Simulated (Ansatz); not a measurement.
# FH5NO3Zr: the cost of one run

All numbers below are computed with Ansatz 0.2.0 (UHF/def2-SVP).

## Step 1: The system as given

Bond lengths: Zr1–F2 2.230 Å, Zr1–N3 2.210 Å, N3–H4 1.060 Å, N3–H5 1.060 Å, Zr1–O6 2.069 Å, O6–H7 1.010 Å, Zr1–O8 2.069 Å, O8–H9 1.010 Å, O10–H11 1.010 Å. Angles: F2–Zr1–N3 109.4°, F2–Zr1–O6 109.5°, F2–Zr1–O8 109.5°, N3–Zr1–O6 109.5°, N3–Zr1–O8 109.5°, O6–Zr1–O8 109.5°, Zr1–N3–H4 120.0°, Zr1–N3–H5 120.0°, H4–N3–H5 120.0°, Zr1–O6–H7 109.5°, Zr1–O8–H9 109.5°.

As a file:

```xyz
11

Zr    0.0000    0.0000    0.0000
F     0.0000    0.0000    2.2300
N     2.0840    0.0000   -0.7359
H     2.5823   -0.9180   -0.9166
H     2.5853    0.9180   -0.9082
O    -0.9750    1.6891   -0.6893
H    -1.9328    1.4584   -0.9117
O    -0.9750   -1.6891   -0.6893
H    -1.4296   -2.1548    0.0831
O     0.0000    0.0000    3.7600
H    -0.5144   -0.8011    4.0971
```

## Step 2: A restrained relaxation towards end A

Springs on the bonds that form and break draw the guess towards this end; the thresholds are loose.

Input file input.yaml:

```yaml
crystal:
  periodic: [false, false, false]
  atoms:
    - { symbol: Zr, position_ang: [0.0, 0.0, 0.0] }
    - { symbol: F, position_ang: [0.0, 0.0, 2.23] }
    - { symbol: "N", position_ang: [2.084, 0.0, -0.7359] }
    - { symbol: H, position_ang: [2.5823, -0.918, -0.9166] }
    - { symbol: H, position_ang: [2.5853, 0.918, -0.9082] }
    - { symbol: O, position_ang: [-0.975, 1.6891, -0.6893] }
    - { symbol: H, position_ang: [-1.9328, 1.4584, -0.9117] }
    - { symbol: O, position_ang: [-0.975, -1.6891, -0.6893] }
    - { symbol: H, position_ang: [-1.4296, -2.1548, 0.0831] }
    - { symbol: O, position_ang: [0.0, 0.0, 3.76] }
    - { symbol: H, position_ang: [-0.5144, -0.8011, 4.0971] }
magnetization:
  spin_polarized: true
  initial_magnetization: 1
basis:
  gaussian: { orbitals: def2-SVP }
hamiltonian:
  xc: hf
relax:
  f_tol: 0.15
  max_steps: 25
  restrain:
    - { distance: [1, 9], at: 2.43, k: 30.0 }
    - { distance: [0, 1], at: 1.98, k: 30.0 }
```

On the command line:

```console
ansatz run input.yaml --threads 4 --pin off --max-ram 5120MiB --backend cpu --events-out ev --progress --plain --runs-dir out
```

**Question.** How long does this run take on 4 threads of Arm Neoverse V2, shared host, and how much memory does it need?

About 43 s, with a peak of 0.38 GiB.
